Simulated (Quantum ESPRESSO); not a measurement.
A run of Quantum ESPRESSO 7.5 is set up as follows.

File pw.in:

```
&CONTROL
  calculation = 'scf'
  prefix = 'pwscf'
  outdir = './tmp'
  pseudo_dir = './pseudo'
  tprnfor = .true.
  disk_io = 'low'
/
&SYSTEM
  ibrav = 0
  celldm(1) = 8
  nat = 1
  ntyp = 1
  ecutwfc = 59
  nbnd = 13
  occupations = 'smearing'
  smearing = 'fd'
  degauss = 0.00367493
/
&ELECTRONS
  conv_thr = 1d-09
  electron_maxstep = 150
  mixing_beta = 0.3
  mixing_mode = 'local-TF'
/
ATOMIC_SPECIES
Bi   208.9804 83_Bi_15_2.4_2.8_pbe_n_v1.0.upf
CELL_PARAMETERS alat
  0.7391947195392   0.0000000000000   0.0000000000000
  0.0000000000000   0.7391947195392   0.0000000000000
  0.0000000000000   0.0000000000000   5.6219352207617
ATOMIC_POSITIONS crystal
Bi     0.5000000000    0.5000000000    0.2941200000
K_POINTS automatic
9 9 1 0 0 0
```

pp_density.in

```
&INPUTPP
  prefix = 'pwscf'
  outdir = './tmp'
  filplot = 'density.dat'
  plot_num = 0
/
&PLOT
  nfile = 1
  filepp(1) = 'density.dat'
  iflag = 3
  output_format = 6
  fileout = 'density.cube'
/
```

pp_potential.in

```
&INPUTPP
  prefix = 'pwscf'
  outdir = './tmp'
  filplot = 'potential.dat'
  plot_num = 11
/
&PLOT
  nfile = 1
  filepp(1) = 'potential.dat'
  iflag = 3
  output_format = 6
  fileout = 'potential.cube'
/
```

The input pp_elf.in:

```
&INPUTPP
  prefix = 'pwscf'
  outdir = './tmp'
  filplot = 'elf.dat'
  plot_num = 8
/
&PLOT
  nfile = 1
  filepp(1) = 'elf.dat'
  iflag = 3
  output_format = 6
  fileout = 'elf.cube'
/
```

Potentials or basis: SPMS 1.0 PBE.

Run with:

```console
$ OMP_NUM_THREADS=1 mpirun -n 2 pw.x -nk 2 -in pw.in > pw.out
$ OMP_NUM_THREADS=1 mpirun -n 1 pp.x -in pp_density.in > pp_density.out
$ OMP_NUM_THREADS=1 mpirun -n 1 pp.x -in pp_potential.in > pp_potential.out
$ OMP_NUM_THREADS=1 mpirun -n 1 pp.x -in pp_elf.in > pp_elf.out
```

**Question.** Predict the work function of the upper face.

**Answer.** 4.61 eV.

**Question.** Estimate the work function of the lower face.

**Answer.** 4.61 eV.

**Question.** Estimate the band gap on the k mesh.

**Answer.** None (metal or under the smearing width).

Caveat: spin-orbit coupling is left out, which moves the levels of the heavy elements.
